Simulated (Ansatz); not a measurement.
Working through an equation of state with a fit of ZrH₂, space group Fm-3m

Program: the Python package of Ansatz (0.2.0).

Run as a notebook:

**Cell 1**
```python
import ansatz as az
from ase.eos import EquationOfState
from ase.units import GPa
import numpy as np
```

**Cell 2**
```python
VECTORS = np.array([
    [0.0, 2.409225, 2.409225],
    [2.409225, 0.0, 2.409225],
    [2.409225, 2.409225, 0.0],
])
SITES = [
    ("Zr", (0.0, 0.0, 0.0)),
    ("H", (0.75, 0.75, 0.75)),
    ("H", (0.25, 0.25, 0.25)),
]
```

**Cell 3**
```python
def make_crystal(cell):
    crystal = az.Crystal(lattice=az.Lattice.of(cell))
    for symbol, position in SITES:
        crystal = crystal.atom(symbol, position)
    return crystal

volumes, energies, pressures = [], [], []
for scale in np.linspace(0.9, 1.1, 9):
    cell = VECTORS * scale ** (1 / 3)
    model = (
        make_crystal(cell).calculation()
        .functional(az.Functional.PBESOL)
        .pseudopotentials("nc")
        .occupations("gaussian", width=0.01)
        .scf(max_iterations=60)
        .kpoints(8, 8, 8)
        .stress()
    )
    data = model.run().report
    volumes.append(abs(np.linalg.det(cell)) / len(SITES))
    energies.append(data["free_energy_ev"] / len(SITES))
    pressures.append(np.trace(data["stress_gpa"]) / 3)
    print(f"V = {volumes[-1]:8.4f} A^3/atom  F = {energies[-1]:.5f} eV/atom  P = {pressures[-1]:8.3f} GPa")
```
Output:
```text
DeckWarning: basis.ecutwfc = 979.609905 eV, auto-derived from the records' recommended cutoffs: set by H (normal level)
V =   8.3904 A^3/atom  F = -469.98372 eV/atom  P =   11.732 GPa
V =   8.6235 A^3/atom  F = -469.99716 eV/atom  P =    6.844 GPa
V =   8.8565 A^3/atom  F = -470.00392 eV/atom  P =    2.550 GPa
V =   9.0896 A^3/atom  F = -470.00483 eV/atom  P =   -1.227 GPa
V =   9.3227 A^3/atom  F = -470.00057 eV/atom  P =   -4.549 GPa
V =   9.5557 A^3/atom  F = -469.99179 eV/atom  P =   -7.472 GPa
V =   9.7888 A^3/atom  F = -469.97901 eV/atom  P =  -10.045 GPa
V =  10.0219 A^3/atom  F = -469.96271 eV/atom  P =  -12.308 GPa
V =  10.2549 A^3/atom  F = -469.94333 eV/atom  P =  -14.297 GPa
```

**Cell 4**
```python
eos = EquationOfState(volumes, energies, eos="vinet")
v0, e0, bulk = eos.fit()
print(f"V0 = {v0:.4f} A^3/atom, E0 = {e0:.5f} eV/atom, B = {bulk / GPa:.1f} GPa")
eos.plot("eos.png")
```
Output:
```text
V0 = 9.0108 A^3/atom, E0 = -470.00513 eV/atom, B = 143.0 GPa
<Axes: title={'center': 'vinet: E: -470.005 eV, V: 9.011 Å$^3$, B: 142.977 GPa'}, xlabel='volume [Å$^3$]', ylabel='energy [eV]'>
```

A third-order Birch-Murnaghan fit through the 9 points (the script's own form differs a little) has its minimum at 9.01 Å³ an atom, 3.3 % below the typed cell, with a bulk modulus of 143 GPa and dB/dP = 4.0. From that minimum the energy rises by 21.4 meV an atom on the compressed side and 61.8 meV on the expanded side.

What to keep in mind:
- The settings weren't tested for convergence.
- For a metal this k-point mesh is coarse: on a finer one energies can move by several to tens of meV an atom and pressures by half a GPa or more, differences at one mesh by less.
- Pressure is positive in compression.
- The structure comes from a database of computed cells and needn't be a stable or known phase.
- Warnings are shown shortened and without file and line.
- Run time: 14 s on 1 thread of Arm Neoverse V1, with other jobs on the host, peak memory 0.35 GiB.

(Lines on the test bed's own set-up are left out of the output.)
